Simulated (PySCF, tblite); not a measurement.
# CH₁₅NOSi₅: geometry, infrared bands and NMR shifts

What infrared bands and NMR shifts should CH₁₅NOSi₅ (`O[Si@@]([SiH3])(C[SiH3])N([SiH3])[SiH3]`) show?

Programs: tblite 0.8.0 and PySCF 2.14.0, with density-fitted response routines of our own. Each step states its level of theory. These are calculated values for one molecule in the gas phase, unless marked as measured. Atoms are numbered from 0 throughout.

## (1) The starting structure

23 atoms, charge 0, multiplicity 1; geometry from: force field or distance geometry start.

Bonds of the start (Å): O0–Si1 1.73, Si1–Si2 2.26, Si1–C3 1.83, C3–Si4 1.84, Si1–N5 1.75, N5–Si6 1.79, N5–Si7 1.74, O0–H8 0.98, Si2–H9 1.50, Si2–H10 1.46, Si2–H11 1.47, C3–H12 1.12, C3–H13 1.13, Si4–H14 1.48, Si4–H15 1.44, Si4–H16 1.49, Si6–H17 1.47, Si6–H18 1.49, Si6–H19 1.46, Si7–H20 1.47, Si7–H21 1.48, Si7–H22 1.48.

## (2) Geometry optimisation with GFN2-xTB

Job settings and geometry (Å):

```
{"job": {"kind": "relax", "xc": "GFN2-xTB", "basis": "xTB"}, "charge": 0, "multiplicity": 1}
O      0.002000     0.147400    -2.158600
Si    -0.218400     0.536700    -0.486700
Si    -0.012400     2.782900    -0.418400
C     -1.900200     0.198400     0.140600
Si    -2.474300    -1.550800     0.119200
N      1.130600    -0.037300     0.470400
Si     2.707700     0.021500    -0.368200
Si     0.912600    -1.407100     1.517400
H      0.528500    -0.673700    -2.276900
H     -0.820800     3.214000     0.764500
H      1.379000     3.128800    -0.125000
H     -0.504600     3.385900    -1.665400
H     -2.614800     0.767300    -0.506300
H     -2.031100     0.681300     1.152900
H     -3.280400    -1.754900     1.342000
H     -1.455000    -2.550300    -0.075200
H     -3.451400    -1.726500    -0.993500
H      2.551800     0.614200    -1.702900
H      3.576700     0.949000     0.404700
H      3.342900    -1.292000    -0.476600
H      2.087000    -1.518500     2.392700
H      0.771200    -2.704800     0.810500
H     -0.231200    -1.184400     2.421800
```

Launch:

```bash
OMP_NUM_THREADS=1 python probes_run.py task.json out
```

One launch serves the whole session: the jobs run in the order shown.

Log:

```text
step      E/eV     max force
  0    -693.96484    2.694
  1    -694.23790    1.232
  2    -694.32781    0.873
  3    -694.37443    0.803
  4    -694.46784    0.638
  5    -694.50580    0.424
  6    -694.53366    0.400
  7    -694.55889    0.482
  8    -694.58414    0.455
  9    -694.60636    0.360
 10    -694.62351    0.321
 11    -694.63673    0.321
 12    -694.64768    0.255
 13    -694.65590    0.170
 14    -694.66189    0.190
 15    -694.66657    0.179
 16    -694.67064    0.128
 17    -694.67462    0.122
 18    -694.67831    0.158
 19    -694.68136    0.162
 20    -694.68391    0.123
 21    -694.68625    0.111
 22    -694.68849    0.147
 23    -694.69082    0.147
 24    -694.69330    0.107
 25    -694.69587    0.124
 26    -694.69868    0.154
 27    -694.70185    0.146
 28    -694.70490    0.123
 29    -694.70743    0.117
 30    -694.70983    0.104
 31    -694.71251    0.146
 32    -694.71539    0.160
 33    -694.71800    0.133
 34    -694.72013    0.129
 35    -694.72214    0.123
 36    -694.72443    0.102
 37    -694.72669    0.091
 38    -694.72839    0.073
 39    -694.72967    0.099
 40    -694.73120    0.125
 41    -694.73336    0.130
 42    -694.73568    0.182
 43    -694.73781    0.195
 44    -694.73988    0.094
 45    -694.74156    0.109
 46    -694.74316    0.123
 47    -694.74560    0.105
 48    -694.74770    0.122
 49    -694.74995    0.125
 50    -694.75239    0.217
 51    -694.75411    0.248
 52    -694.75661    0.090
 53    -694.75862    0.082
 54    -694.76040    0.093
 55    -694.76266    0.093
 56    -694.76438    0.102
 57    -694.76602    0.111
 58    -694.76777    0.112
 59    -694.76986    0.129
 60    -694.77170    0.115
 61    -694.77293    0.097
 62    -694.77387    0.081
 63    -694.77464    0.054
 64    -694.77566    0.053
 65    -694.77667    0.081
 66    -694.77828    0.117
 67    -694.77999    0.111
 68    -694.78161    0.079
 69    -694.78259    0.052
 70    -694.78313    0.041
 71    -694.78351    0.036
 72    -694.78392    0.039
 73    -694.78444    0.044
 74    -694.78512    0.083
 75    -694.78581    0.069
 76    -694.78628    0.071
 77    -694.78652    0.048
 78    -694.78672    0.038
 79    -694.78705    0.044
 80    -694.78772    0.059
 81    -694.78847    0.066
 82    -694.78908    0.045
 83    -694.78946    0.058
 84    -694.78983    0.064
 85    -694.79044    0.065
 86    -694.79146    0.079
 87    -694.79268    0.071
 88    -694.79351    0.053
 89    -694.79395    0.040
 90    -694.79436    0.049
 91    -694.79507    0.069
 92    -694.79633    0.090
 93    -694.79792    0.083
 94    -694.79916    0.066
 95    -694.79985    0.048
 96    -694.80030    0.052
 97    -694.80085    0.061
 98    -694.80183    0.088
 99    -694.80318    0.126
100    -694.80461    0.119
101    -694.80563    0.106
102    -694.80676    0.075
103    -694.80751    0.044
104    -694.80800    0.079
105    -694.80826    0.049
106    -694.80893    0.041
107    -694.80977    0.052
108    -694.81065    0.065
109    -694.81162    0.061
110    -694.81255    0.049
111    -694.81344    0.058
112    -694.81421    0.070
113    -694.81477    0.075
114    -694.81558    0.078
115    -694.81669    0.060
116    -694.81751    0.062
117    -694.81820    0.054
118    -694.81886    0.060
119    -694.81973    0.058
120    -694.82092    0.071
121    -694.82225    0.081
122    -694.82348    0.081
123    -694.82479    0.084
124    -694.82626    0.087
125    -694.82773    0.074
126    -694.82863    0.090
127    -694.82970    0.058
128    -694.83037    0.053
129    -694.83137    0.068
130    -694.83231    0.075
131    -694.83343    0.087
132    -694.83444    0.076
133    -694.83534    0.073
134    -694.83621    0.072
135    -694.83701    0.062
136    -694.83766    0.063
137    -694.83821    0.057
138    -694.83868    0.045
139    -694.83918    0.052
140    -694.83975    0.058
141    -694.84032    0.054
142    -694.84085    0.053
143    -694.84133    0.085
144    -694.84174    0.047
145    -694.84213    0.037
146    -694.84247    0.043
147    -694.84291    0.052
148    -694.84346    0.057
149    -694.84417    0.067
150    -694.84485    0.063
151    -694.84557    0.057
152    -694.84624    0.058
153    -694.84709    0.073
154    -694.84813    0.076
155    -694.84983    0.070
156    -694.85085    0.063
157    -694.85177    0.060
158    -694.85251    0.093
159    -694.85344    0.064
160    -694.85524    0.070
161    -694.85695    0.100
162    -694.85948    0.097
163    -694.86204    0.091
164    -694.86380    0.084
165    -694.86550    0.070
166    -694.86711    0.127
167    -694.86904    0.165
168    -694.87095    0.122
169    -694.87396    0.094
170    -694.87500    0.080
171    -694.87649    0.089
172    -694.87747    0.062
173    -694.87804    0.073
174    -694.87855    0.041
175    -694.87909    0.055
176    -694.87959    0.048
177    -694.88005    0.052
178    -694.88053    0.051
179    -694.88094    0.039
180    -694.88128    0.041
181    -694.88159    0.035
182    -694.88192    0.036
183    -694.88233    0.044
184    -694.88280    0.048
185    -694.88322    0.046
186    -694.88354    0.043
187    -694.88382    0.041
188    -694.88411    0.030
189    -694.88441    0.044
190    -694.88469    0.047
191    -694.88495    0.039
192    -694.88525    0.042
193    -694.88562    0.040
194    -694.88612    0.050
195    -694.88673    0.060
196    -694.88735    0.058
197    -694.88792    0.053
198    -694.88840    0.042
199    -694.88878    0.042
200    -694.88913    0.048
201    -694.88950    0.058
202    -694.88995    0.058
203    -694.89043    0.045
204    -694.89091    0.041
205    -694.89134    0.045
206    -694.89177    0.051
207    -694.89223    0.048
208    -694.89277    0.053
209    -694.89332    0.048
210    -694.89384    0.043
211    -694.89430    0.055
212    -694.89476    0.048
213    -694.89525    0.052
214    -694.89581    0.046
215    -694.89637    0.053
216    -694.89702    0.071
217    -694.89773    0.082
218    -694.89850    0.073
219    -694.89909    0.053
220    -694.89969    0.070
221    -694.90015    0.062
222    -694.90047    0.043
223    -694.90072    0.038
224    -694.90099    0.041
225    -694.90129    0.040
226    -694.90154    0.031
227    -694.90167    0.017
228    -694.90173    0.015
229    -694.90176    0.014
230    -694.90179    0.011
231    -694.90184    0.014
232    -694.90190    0.017
233    -694.90196    0.016
234    -694.90202    0.018
235    -694.90207    0.015
236    -694.90210    0.016
237    -694.90212    0.015
238    -694.90215    0.014
239    -694.90219    0.016
240    -694.90224    0.019
241    -694.90230    0.018
242    -694.90236    0.015
243    -694.90242    0.018
244    -694.90251    0.017
245    -694.90264    0.027
246    -694.90283    0.036
247    -694.90306    0.035
248    -694.90326    0.027
249    -694.90342    0.024
250    -694.90355    0.028
251    -694.90370    0.030
252    -694.90389    0.025
253    -694.90409    0.026
254    -694.90422    0.019
255    -694.90431    0.015
256    -694.90437    0.016
257    -694.90441    0.015
258    -694.90445    0.015
259    -694.90450    0.018
260    -694.90454    0.016
261    -694.90457    0.013
262    -694.90461    0.012
263    -694.90464    0.011
264    -694.90466    0.011
265    -694.90468    0.010
```

Run time: 6.5 s. Hardware: 1 thread of Arm Neoverse N1, shared host; peak memory 0.19 GiB.

Relaxation path: (not every step is listed)

```csv
step,energy from step 0 (eV),largest force (eV/Å)
0,0.0000,2.6943
1,-0.2731,1.2319
2,-0.3630,0.8730
3,-0.4096,0.8030
4,-0.5030,0.6377
5,-0.5410,0.4237
6,-0.5688,0.4004
7,-0.5941,0.4819
8,-0.6193,0.4554
33,-0.7532,0.1329
58,-0.8029,0.1117
83,-0.8246,0.0583
108,-0.8458,0.0651
133,-0.8705,0.0734
158,-0.8877,0.0928
183,-0.9175,0.0444
208,-0.9279,0.0530
233,-0.9371,0.0156
258,-0.9396,0.0153
260,-0.9397,0.0158
261,-0.9397,0.0135
262,-0.9398,0.0119
263,-0.9398,0.0106
264,-0.9398,0.0110
265,-0.9398,0.0097
```

Distances of close pairs at the start and the end, largest changes first:

```csv
bond,before (Å),after (Å),change (Å)
O0–Si1,1.731,1.632,-0.098
Si1–C3,1.827,1.910,+0.083
C3–Si4,1.841,1.895,+0.054
N5–Si6,1.787,1.736,-0.051
Si1–Si2,2.257,2.299,+0.043
C3–H13,1.129,1.089,-0.040
O0–H8,0.983,0.954,-0.029
C3–H12,1.119,1.091,-0.028
```

The end geometry stands in the next job.

## (3) Vibrational analysis with GFN2-xTB

Job settings and geometry (Å):

```
{"job": {"kind": "ir", "xc": "GFN2-xTB", "basis": "xTB"}, "charge": 0, "multiplicity": 1}
O     -0.172856     0.720511    -2.048418
Si    -0.258319     0.755409    -0.418633
Si    -0.100507     3.000791     0.050068
C     -1.849032    -0.128509     0.160799
Si    -2.014536    -1.938492    -0.376375
N      1.088783    -0.151069     0.258706
Si     2.210812    -0.927845    -0.814560
Si     1.182661    -0.358797     1.980694
H     -0.166669    -0.103510    -2.528638
H     -1.091242     3.403850     1.061273
H      1.199035     3.427271     0.584608
H     -0.361906     3.870225    -1.102746
H     -2.709818     0.433133    -0.204674
H     -1.895115    -0.082990     1.248318
H     -3.269474    -2.491151     0.148619
H     -0.898282    -2.752448     0.109811
H     -2.059417    -2.025973    -1.844779
H      2.732478     0.069679    -1.749812
H      3.282114    -1.498131    -0.003862
H      1.529456    -1.995989    -1.564281
H      2.585741    -0.269565     2.379757
H      0.624339    -1.658190     2.374347
H      0.407002     0.728775     2.582794
```

Log:

```text
mode    cm-1     km/mol
  1      25.9      0.02
  2      34.1      0.12
  3      57.2      0.42
  4      72.4      0.29
  5      77.4      1.79
  6      83.3      0.82
  7      87.1      0.73
  8     104.4      0.16
  9     140.3      2.46
 10     153.9      1.95
 11     180.9      2.25
 12     199.1      0.80
 13     227.1      1.19
 14     231.7      5.99
 15     260.1     36.19
 16     298.9    120.68
 17     423.9     22.78
 18     449.1      8.61
 19     458.3     19.14
 20     489.8     31.84
 21     522.0     23.35
 22     543.9     47.32
 23     560.2      1.27
 24     571.2     15.69
 25     586.2     38.07
 26     592.4    137.21
 27     677.9     22.95
 28     698.2     85.29
 29     768.9    104.65
 30     772.9     17.29
 31     777.7     99.29
 32     779.3    100.09
 33     783.0   1074.68
 34     790.5    136.56
 35     794.5    337.57
 36     796.9     94.81
 37     799.0    309.08
 38     800.0    165.38
 39     805.5    526.23
 40     809.3    308.10
 41     817.4    133.07
 42     840.2     65.77
 43     874.1    274.05
 44     945.7    639.86
 45    1000.3    384.26
 46    1018.7     40.42
 47    1134.3    122.42
 48    1454.3      0.39
 49    2166.2    260.02
 50    2183.3    206.99
 51    2192.0    350.58
 52    2202.7    370.44
 53    2212.5    421.88
 54    2224.1    167.49
 55    2225.3    329.42
 56    2231.6    381.25
 57    2250.4    219.63
 58    2256.0    468.21
 59    2263.3     94.79
 60    2286.9    498.34
 61    2968.1     42.80
 62    2987.4     21.49
 63    3643.8      0.03
```

It took 2.9 s on 1 thread of Arm Neoverse N1, shared host; peak memory 0.19 GiB.

The strongest bands and the atoms that carry them (share of the mass-weighted mode):

```csv
cm⁻¹,km/mol,atoms
783,1074.7,"H10 18 %, H11 17 %, H9 15 %"
806,526.2,"H9 34 %, H10 14 %, H11 11 %"
946,639.9,"N5 72 %, Si1 13 %"
1000,384.3,N5 69 %
2212,421.9,"H10 82 %, H21 11 %"
2232,381.2,"H22 75 %, H11 15 %"
2256,468.2,"H15 76 %, H17 16 %"
2287,498.3,"H18 84 %, H20 12 %"
```

## (4) NMR shieldings: PBE0/pcSseg-1

Settings changed since step 3:

```diff
@@ -1,2 +1,2 @@
-{"job": {"kind": "ir", "xc": "GFN2-xTB", "basis": "xTB"}, "charge": 0, "multiplicity": 1}
+{"job": {"kind": "nmr", "xc": "PBE0", "basis": "pcSseg-1"}, "charge": 0, "multiplicity": 1}
 O     -0.172856     0.720511    -2.048418
```

Level: GIAO PBE0/pcSseg-1 NMR shielding, non-relativistic, gas phase.

Log:

```text
coarse grid: 20656 points
cycle   1  E = -1623.5950520177  dE =  3.817e-01  |g| = 8.523e-01  |ddm| = 4.329e+00
cycle   2  E = -1623.4365152087  dE =  1.585e-01  |g| = 1.230e+00  |ddm| = 1.806e+00
cycle   3  E = -1623.7314629451  dE = -2.949e-01  |g| = 9.994e-02  |ddm| = 1.272e+00
cycle   4  E = -1623.7332329729  dE = -1.770e-03  |g| = 4.394e-02  |ddm| = 1.360e-01
cycle   5  E = -1623.7337083093  dE = -4.753e-04  |g| = 9.574e-03  |ddm| = 4.832e-02
cycle   6  E = -1623.7337308554  dE = -2.255e-05  |g| = 2.289e-03  |ddm| = 1.360e-02
cycle   7  E = -1623.7337319961  dE = -1.141e-06  |g| = 7.098e-04  |ddm| = 3.006e-03
final grid: 173624 points
cycle   8  E = -1623.7836393184  dE = -2.398e-05  |g| = 8.831e-03  |ddm| = 2.802e-02
cycle   9  E = -1623.7836153422  dE =  2.398e-05  |g| = 1.393e-02  |ddm| = 1.916e-02
cycle  10  E = -1623.7836549665  dE = -3.962e-05  |g| = 8.405e-04  |ddm| = 1.231e-02
cycle  11  E = -1623.7836550960  dE = -1.295e-07  |g| = 3.225e-04  |ddm| = 1.070e-03
cycle  12  E = -1623.7836551212  dE = -2.517e-08  |g| = 6.496e-05  |ddm| = 3.539e-04
cycle  13  E = -1623.7836551220  dE = -8.058e-10  |g| = 2.892e-05  |ddm| = 9.600e-05
converged SCF energy = -1623.7836551220

GIAO shielding tensors (ppm)
atom      isotropic    diamagn.    paramagn.     s11        s22        s33       span
  0 O      275.843     390.921    -115.079    257.163    261.929    308.436     51.272
  1 Si     344.820     882.211    -537.391    322.886    352.493    359.082     36.195
  2 Si     466.054     881.206    -415.152    443.055    468.683    486.423     43.368
  3 C      183.714     262.671     -78.957    175.104    178.229    197.808     22.704
  4 Si     430.688     880.980    -450.292    405.578    418.731    467.757     62.180
  5 N      254.785     337.181     -82.396    236.263    243.546    284.546     48.283
  6 Si     405.588     881.868    -476.280    371.257    377.958    467.550     96.293
  7 Si     406.911     882.342    -475.431    362.115    392.788    465.831    103.716
  8 H       29.506      34.596      -5.090     22.463     24.808     41.246     18.783
  9 H       28.279      29.675      -1.396     24.863     26.591     33.382      8.519
 10 H       28.335      29.587      -1.252     24.664     26.915     33.425      8.761
 11 H       28.123      29.036      -0.912     24.371     26.039     33.960      9.589
 12 H       31.647      32.621      -0.975     26.576     29.474     38.889     12.313
 13 H       31.616      35.349      -3.733     27.666     29.968     37.214      9.547
 14 H       27.668      28.931      -1.263     23.898     25.059     34.046     10.148
 15 H       27.702      31.195      -3.493     23.660     27.855     31.591      7.931
 16 H       27.773      30.330      -2.557     24.122     26.432     32.766      8.643
 17 H       26.722      30.290      -3.568     22.812     25.011     32.343      9.530
 18 H       27.106      30.183      -3.077     23.585     25.439     32.295      8.710
 19 H       26.974      31.527      -4.554     22.720     25.978     32.224      9.504
 20 H       27.128      30.535      -3.407     23.391     25.002     32.991      9.600
 21 H       27.096      31.365      -4.269     22.936     25.838     32.515      9.579
 22 H       27.268      31.872      -4.604     23.779     26.666     31.358      7.579
```

It took 1.9 min on 1 thread of Arm Neoverse N1, shared host; peak memory 1.2 GiB.

Shifts follow as δ = σ(reference) − σ, with reference shieldings (ppm) from runs at the same level and on the same kind of geometry: 1H TMS 31.72, 13C TMS 186.9, 29Si TMS 349.2, 15N NH3 267.7, 17O H2O 336.1. The references are single molecules in the gas phase, so shifts against H2O, NH3, PH3, H3PO4 or CFCl3 are not on the usual liquid scales and can be off by tens of ppm. Atoms listed in one row are averaged.

```csv
atoms,environment,σ (ppm),δ (ppm),δ scaled to CDCl3
C3,sp3 CH2 bonded to 2 Si,183.7,3.2,1.2
"H17, H18, H19, H20, H21, H22",hydrogen on a silicon bonded to N,27.05,4.67,–
"H14, H15, H16",hydrogen on a silicon bonded to C,27.71,4.00,–
"H9, H10, H11",hydrogen on a silicon bonded to Si,28.25,3.47,–
H8,hydrogen on an oxygen bonded to Si,29.51,2.21,–
H13,hydrogen on an sp3 CH2 bonded to 2 Si,31.62,0.10,0.20
H12,hydrogen on an sp3 CH2 bonded to 2 Si,31.65,0.07,0.17
O0,"oxygen bonded to Si, H",275.8,60.2,–
Si1,"silicon bonded to C, N, O, Si",344.8,4.3,–
"Si6, Si7","silicon bonded to N, 3 H",406.2,-57.1,–
Si4,"silicon bonded to C, 3 H",430.7,-81.5,–
Si2,"silicon bonded to Si, 3 H",466.1,-116.9,–
N5,nitrogen bonded to 3 Si,254.8,12.9,–
```

The scaled column applies a straight-line fit of computed shieldings to shifts measured in CDCl3 (root-mean-square error 0.16 ppm for H, 1.9 ppm for C).

The run also stored atomic charges by several schemes (e):

```csv
atoms,Mulliken,IAO,Hirshfeld,ESP fit
O0,-0.56,-0.78,-0.29,-0.72
Si1,0.98,1.11,0.38,0.72
Si2,0.19,0.24,0.20,0.18
C3,-0.87,-0.85,-0.26,-0.52
Si4,0.46,0.60,0.31,0.43
N5,-1.10,-1.05,-0.35,-0.55
"Si6, Si7",0.61,0.74,0.34,0.46
```

Mayer bond orders: O0–Si1 1.00, Si1–Si2 0.90, Si1–C3 0.88, C3–Si4 0.91, Si1–N5 0.80, N5–Si6 0.90, N5–Si7 0.90.

## (5) Outcome

```
                                                                quantity                                   value
                               strongest single infrared mode (GFN2-xTB)                   783 cm⁻¹, 1075 km/mol
                                            zero-point energy (GFN2-xTB)                           89.6 kcal/mol
                                  13C shifts against TMS (PBE0/pcSseg-1)                                 3.2 ppm
  1H shifts against TMS (PBE0/pcSseg-1, means over atoms taken as alike)  4.67, 4.00, 3.47, 2.21, 0.10, 0.07 ppm
                                  17O shifts against H2O (PBE0/pcSseg-1)                                60.2 ppm
29Si shifts against TMS (PBE0/pcSseg-1, means over atoms taken as alike)           4.3, -57.1, -81.5, -116.9 ppm
                                  15N shifts against NH3 (PBE0/pcSseg-1)                                12.9 ppm
```

Over 265 steps the energy fell by 0.940 eV; of the close pairs, O0–Si1 changed most, 1.731 to 1.632 Å. No mode is imaginary among the 63: a minimum at this level. Unscaled tight-binding wavenumbers are off by several per cent, some by more. Its intensities can rank the bands wrongly. At PBE0/pcSseg-1: The widest tensor belongs to Si6, Si7: span 100 ppm, with a paramagnetic part of -476 ppm.
